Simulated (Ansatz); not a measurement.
NiMoIrPdW: equation of state with PBE

Crystal: NiMoIrPdW.

```
Ni Mo Pd Ir W
1.0
     4.14670    0.00000    0.00000
    -2.07335    3.59115    0.00000
     0.00000    0.00000    5.41629
Ni Mo Pd Ir W
1 1 1 1 1
Cartesian
  0.0000 0.0000 0.1203
  2.0734 1.1970 2.4913
  0.0000 2.3941 4.0406
  0.0000 2.3941 1.3888
  2.0734 1.1970 5.4155
```

The cell was built by a generator and needn't be a form met in nature.

```yaml
Program: Ansatz 0.2.0
Task: equation of state
Functional: PBE
Potentials_or_basis: all-electron LAPW, scalar-relativistic
Basis_error_allowed: 0.003 eV/atom
k_mesh: 5 × 5 × 4
Occupations: fermi-dirac, width 0.05 eV
Spin: collinear spin, ferromagnetic start
Starting_moments: "[1.0, 1.0, 0.0, 0.6, 0.0] μB"
```

```yaml
Equilibrium_volume: 16.14 Å³/atom
Bulk_modulus_at_fixed_shape_and_positions: 225 GPa
Pressure_derivative_of_the_bulk_modulus: 4.7
```

Energy against volume, from the lowest point:
| volume (Å³/atom) | energy (meV/atom) |
| --- | --- |
| 15.163 | 46.26 |
| 15.486 | 19.82 |
| 15.809 | 4.81 |
| 16.131 | 0.00 |
| 16.454 | 4.24 |
| 16.777 | 16.62 |
| 17.099 | 36.22 |

All runs of the series together: 2.6 min on 8 threads of Intel(R) Xeon(R) 6975P-C (Granite Rapids), with other jobs on the host.

Caveat: the cell was scaled at fixed shape and fractional positions, which overstates the stiffness of a crystal with free parameters, most of all of layers and chains; the starting moments weren't kept. The run has no spin-orbit coupling, so splittings on Ir, W are missing.
